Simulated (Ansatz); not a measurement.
**Cd: from the listed structure to its properties**

This session takes Cd and sets out to find the equilibrium cell and compute bands, density of states and charges.

Computed with Ansatz 0.2.0 (DFT r2SCAN, scalar-relativistic, plane waves, PAW, unless a step's input says otherwise).

1 further run of the same task is left out (it didn't finish).

## 1. The structure to begin with

Symmetry: P6_3/mmc, No. 194, hexagonal system. The conventional cell has a = 3.093 Å, b = 3.093 Å, c = 10.431 Å, α = 90.00°, β = 90.00°, γ = 120.00°. Around Cd (site symmetry -3m) lie 12 Cd at 3.09 to 3.16 Å. Around Cd (site symmetry -6m2) lie 12 Cd at 3.09 to 3.16 Å.

Coordinates:

```
Cd
1.0
     3.09307    0.00000    0.00000
    -1.54653    2.67868    0.00000
     0.00000    0.00000   10.43074
Cd
4
Direct
  0.00000 0.00000 0.00000
  0.33333 0.66667 0.25000
  0.00000 0.00000 0.50000
  0.66667 0.33333 0.75000
```

Source of the structure: the Materials Project (structure only).

(A quick probe on a coarse mesh, which set the mesh and smearing, is not shown.)

## 3. Full relaxation

File input.yaml:

```yaml
crystal:
  lattice:
    - [3.0930676374, 0.0, 0.0]
    - [-1.5465338187, 2.6786751496, 0.0]
    - [0.0, 0.0, 10.43073696]
  atoms:
    - { symbol: Cd, position: [0.0, 0.0, 0.0] }
    - { symbol: Cd, position: [0.33333333, 0.66666667, 0.25] }
    - { symbol: Cd, position: [0.0, 0.0, 0.5] }
    - { symbol: Cd, position: [0.66666667, 0.33333333, 0.75] }
basis:
  ecutwfc: 500
kpoints:
  mp_grid: { grid: [15, 15, 4] }
hamiltonian:
  xc: r2scan
scf:
  occupations: { method: gaussian, width: 0.1 }
output:
  forces: true
  stress: true
  eigenvalues: true
relax:
  adjacent_minimum: "off"
  f_tol: 0.005
  max_steps: 80
  cell: { stress_tol: 0.05 }
```

Command:

```
$ ansatz run input.yaml --threads 1 --pin off --max-ram 2560MiB --backend cpu --events-out ev --progress --plain --runs-dir out
```

The session goes on with these runs: static run: bands, density of states and charges.

What does the calculation give? Wanted: relaxed cell; volume; gap; states at the Fermi level; Bader charges.

As calculated:

| quantity | value |
| --- | --- |
| relaxed cell | a = 2.960 Å, b = 2.960 Å, c = 11.643 Å, α = 90.00°, β = 90.00°, γ = 120.00° |
| space group (0.01 Å) | P6_3/mmc (No. 194) |
| volume | 22.09 Å³/atom |
| gap | none (metal) |
| states at the Fermi level | 0.90 per eV per cell |
| Bader charges | Cd -0.00 to +0.00 e |

What this shows: Relaxation raised the volume by 2.3 %. The shape changed too: the edges of the input's cell moved by -4.3, -4.3, +11.6 %. Bands cross the Fermi level: a metal at this level of theory.
